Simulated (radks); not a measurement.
**Nb in [Kr] 4d4 5s1: an all-electron calculation**

One table from this session's results is given with a row withheld; the runs are named, their logs left out.

The numbers are computed with radks (a radial shooting solver on a logarithmic mesh, Libxc functionals) version 1 (scalar-relativistic Kohn-Sham, SOGGA, spin-polarised, spherical densities, point nucleus; open shells are filled with parallel spins first), except any that are marked as measured or tabulated.

## What is computed

| Quantity | Value |
| --- | --- |
| element | niobium (Z = 41) |
| charge | 0 |
| electrons | 41 |
| configuration | [Kr] 4d4 5s1 |

The outer shells:

Nb
```
[Kr] core
4d [↑ ][↑ ][↑ ][↑ ][  ]
5s [↑ ]
```

Set-up of the first run:

Settings of this run:

```text
Z 41
configuration [Kr] 4d4 5s1
relativity scalar-relativistic
functional sogga,pbe
spin polarised
nucleus point
c 137.035999084
```

Run with:

```
$ python run_ks.py task.json out
```

This one command runs every case of the session in turn.

One table of the session follows, with a row left open; its other results are not shown here.

It belongs to the step «Shells». Sizes of the orbitals, from the radial functions (bohr):

| level | <r> | outermost maximum (interpolated) | 90 % within | nodes |
| --- | --- | --- | --- | --- |
| 1s up | 0.03611 | 0.0235 | 0.0647 | 0 |
| 1s down | 0.03611 | 0.0235 | 0.0647 | 0 |
| 2s up | 0.1581 | 0.133 | 0.244 | 1 |
| 2s down | 0.1581 | 0.133 | 0.244 | 1 |
| 2p up | 0.1378 | 0.106 | 0.224 | 0 |
| 2p down | 0.1378 | 0.106 | 0.224 | 0 |
| 3s up | 0.4435 | 0.396 | 0.656 | 2 |
| 3s down | 0.4435 | 0.396 | 0.656 | 2 |
| 3p up | 0.4461 | 0.389 | 0.675 | 1 |
| 3p down | 0.4460 | 0.390 | 0.675 | 1 |
| 3d up | ? | ? | ? | ? |
| 3d down | 0.4331 | 0.334 | 0.694 | 0 |
| 4s up | 1.163 | 1.03 | 1.70 | 3 |
| 4s down | 1.154 | 1.03 | 1.68 | 3 |
| 4p up | 1.310 | 1.13 | 1.95 | 2 |
| 4p down | 1.296 | 1.12 | 1.93 | 2 |
| 5s up | 3.591 | 3.01 | 5.36 | 4 |
| 4d up | 2.180 | 1.51 | 3.62 | 1 |

Estimate the missing values for 3d up.

**Answer.** <r>: 0.4332; outermost maximum (interpolated): 0.334; 90 % within: 0.695; nodes: 0. In the column «<r>» it lies between 3d down (0.4331) and 3s up (0.4435).

To keep in mind: Open shells are spherical and high-spin; term and fine-structure splittings are not resolved.
